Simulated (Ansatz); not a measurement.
# H6InNSi: how energies converge with the basis set

The task here is to estimate one member of a computed series from the others.

Method: one geometry, several basis sets; program: Ansatz 0.2.0, Gaussian basis.

Plan: PBE0-D4/def2-SVP; ωB97M-V/def2-SVP; PBE0-D4/def2-QZVPP; ωB97M-V/def2-QZVPP; the functionals' def2-TZVPP values are taken from earlier runs.

## The geometry

The geometry comes from an earlier relaxation with PBE0-D4 in a triple-zeta def2 set; it is a stationary point, not always the lowest conformer. In takes the def2 core potential; no spin-orbit term is included.

9 atoms, charge 0, spin multiplicity 1.

Atoms are counted from 1 here; the program's logs count them from 0.

Bond lengths: N1–In2 2.088 Å, N1–H4 1.012 Å, N1–H5 1.012 Å, Si3–H6 1.486 Å, Si3–H7 1.481 Å, Si3–H8 1.483 Å, Si3–H9 1.492 Å. Angles: In2–N1–H4 124.5°, In2–N1–H5 124.4°, H4–N1–H5 108.2°, H6–Si3–H7 110.9°, H6–Si3–H8 110.6°, H6–Si3–H9 107.4°, H7–Si3–H8 111.7°, H7–Si3–H9 108.2°, H8–Si3–H9 107.8°.

Geometry (Å):

```xyz
9
H6InNSi
N     0.30150    0.24366   -1.71899
In    0.86235    2.24283   -1.50330
Si   -0.28235   -0.38736    1.38703
H     0.95140   -0.52663   -1.81113
H    -0.60296   -0.06424   -2.05258
H     0.82594    0.60213    1.39991
H     0.11571   -1.61852    0.66571
H    -1.51012    0.21224    0.81129
H    -0.57298   -0.75044    2.80495
```

Set-up of the first run:

The input, in.yaml:

```yaml
crystal:
  periodic: [false, false, false]
  atoms:
    - {symbol: N, position_ang: [0.301504, 0.243663, -1.718986]}
    - {symbol: In, position_ang: [0.862355, 2.242835, -1.503303]}
    - {symbol: Si, position_ang: [-0.282350, -0.387356, 1.387030]}
    - {symbol: H, position_ang: [0.951402, -0.526626, -1.811133]}
    - {symbol: H, position_ang: [-0.602962, -0.064235, -2.052575]}
    - {symbol: H, position_ang: [0.825942, 0.602133, 1.399913]}
    - {symbol: H, position_ang: [0.115707, -1.618517, 0.665711]}
    - {symbol: H, position_ang: [-1.510120, 0.212241, 0.811295]}
    - {symbol: H, position_ang: [-0.572978, -0.750440, 2.804947]}
basis:
  gaussian: {orbitals: def2-SVP}
hamiltonian: {xc: pbe0, dispersion: d4}
output: {orbitals: {seedname: orbitals}}
```

The run is started by

```sh
> ansatz run in.yaml --threads 2 --pin off --events-out ev --progress --plain --max-ram 4352MiB
```

Steps of the session up to this table: PBE0-D4 in def2-SVP; ωB97M-V in def2-SVP; PBE0-D4 in def2-QZVPP; ωB97M-V in def2-QZVPP.

One table of the session follows, with a row left open; its other results are not shown here.

It belongs to the step «Density functionals: the series». 

| functional | basis | HOMO (eV) | LUMO (eV) |
| --- | --- | --- | --- |
| PBE0-D4 | def2-SVP | ? | ? |
| PBE0-D4 | def2-TZVPP | -6.30 | -1.49 |
| PBE0-D4 | def2-QZVPP | -6.34 | -1.51 |
| ωB97M-V | def2-SVP | -8.35 | 0.12 |
| ωB97M-V | def2-TZVPP | -8.47 | -0.07 |
| ωB97M-V | def2-QZVPP | -8.51 | -0.13 |

Estimate the missing values for PBE0-D4, def2-SVP.

The run gave: HOMO (eV): -6.21; LUMO (eV): -1.43. In the column «HOMO (eV)» it is the highest.
